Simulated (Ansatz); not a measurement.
**CH3F2In: one species, many methods**

An exercise on one series of results from a longer session: the logs are not shown, and one member is left open.

Method: functionals in def2-TZVPP, the program's frozen cores in correlated methods; program: Ansatz 0.2.0, Gaussian basis.

Levels to be run: LDA (SPW92), PBE-D4, revPBE-D4, BLYP-D4, r2SCAN-D4, B97M-V, PBE0-D4, B3LYP-D4, r2SCANh-D4, r2SCAN0-D4, HSE06-D4, BHLYP-D4, CAM-B3LYP-D4, LC-ωPBE, ωB97X-V, ωB97M-V, B2PLYP, PBE-QIDH; CCSD(T)/def2-SVP; CCSD(T)/def2-TZVPP; MP2/def2-QZVPP; extrapolation to the limit; RPA on PBE.

1 further run of the same task is left out (for a known fault of the program).

**The relaxed structure**

An earlier PBE0-D4 in a triple-zeta def2 set relaxation fixed the geometry. In takes the def2 core potential; no spin-orbit term is included.

SMILES `F[CH2][InH][F]`, 7 atoms, charge 0, spin multiplicity 1.

Atoms are counted from 1 here; the program's logs count them from 0.

Bond lengths: F1–C2 1.385 Å, C2–In3 2.161 Å, C2–H5 1.093 Å, C2–H6 1.093 Å, In3–F4 1.969 Å, In3–H7 1.701 Å. Angles: F1–C2–In3 112.2°, F1–C2–H5 108.8°, F1–C2–H6 108.7°, In3–C2–H5 109.4°, In3–C2–H6 109.5°, H5–C2–H6 108.1°, C2–In3–F4 105.7°, C2–In3–H7 142.6°, F4–In3–H7 111.8°.

Set-up of the first run:

in.yaml reads:

```yaml
crystal:
  periodic: [false, false, false]
  atoms:
    - {symbol: F, position_ang: [0.649554, 1.769684, 0.838667]}
    - {symbol: C, position_ang: [-0.295969, 0.794148, 0.568247]}
    - {symbol: In, position_ang: [0.506063, -0.807877, -0.640652]}
    - {symbol: F, position_ang: [-0.987767, -2.058833, -0.925121]}
    - {symbol: H, position_ang: [-1.138760, 1.256245, 0.046964]}
    - {symbol: H, position_ang: [-0.662576, 0.388065, 1.514993]}
    - {symbol: H, position_ang: [1.929445, -1.341421, -1.403108]}
basis:
  gaussian: {orbitals: def2-TZVPP}
hamiltonian: {xc: lda}
output: {orbitals: {seedname: orbitals}}
```

Started as:

```sh
$ ansatz run in.yaml --threads 2 --pin off --events-out ev --progress --plain --max-ram 4352MiB
```

Steps of the session up to this table: LDA; PBE-D4 (GGA); revPBE-D4 (GGA); BLYP-D4 (GGA); r2SCAN-D4 (meta-GGA); B97M-V (meta-GGA); PBE0-D4 (hybrid); B3LYP-D4 (hybrid); r2SCANh-D4 (hybrid); r2SCAN0-D4 (hybrid); HSE06-D4 (hybrid); BHLYP-D4 (hybrid); CAM-B3LYP-D4 (range-separated); LC-ωPBE (range-separated); ωB97X-V (range-separated); ωB97M-V (range-separated); B2PLYP (double hybrid); PBE-QIDH (double hybrid).

One of the session's tables, all rows but one given; the rest of the session is left out.

It belongs to the step «Orbital energies across the functionals». 

```
  functional  HOMO (eV)  LUMO (eV)  gap (eV)
 LDA (SPW92)      -6.85      -2.64      4.20
      PBE-D4      -6.65      -2.37      4.28
   revPBE-D4          ?          ?         ?
     BLYP-D4      -6.57      -2.38      4.20
   r2SCAN-D4      -6.94      -2.10      4.84
      B97M-V      -7.01      -2.38      4.63
     PBE0-D4      -8.01      -1.67      6.35
    B3LYP-D4      -7.82      -1.98      5.84
  r2SCANh-D4      -7.45      -1.85      5.59
  r2SCAN0-D4      -8.21      -1.50      6.71
    HSE06-D4      -7.61      -2.02      5.59
    BHLYP-D4      -9.28      -1.10      8.18
CAM-B3LYP-D4      -9.39      -0.92      8.47
     LC-ωPBE     -10.65       0.24     10.90
     ωB97X-V     -10.32       0.11     10.42
     ωB97M-V     -10.21      -0.22      9.99
```

**Question.** Estimate the row for revPBE-D4.

**Answer.** HOMO (eV): -6.58; LUMO (eV): -2.25; gap (eV): 4.33. In the column «HOMO (eV)» it lies between PBE-D4 (-6.65) and BLYP-D4 (-6.57).
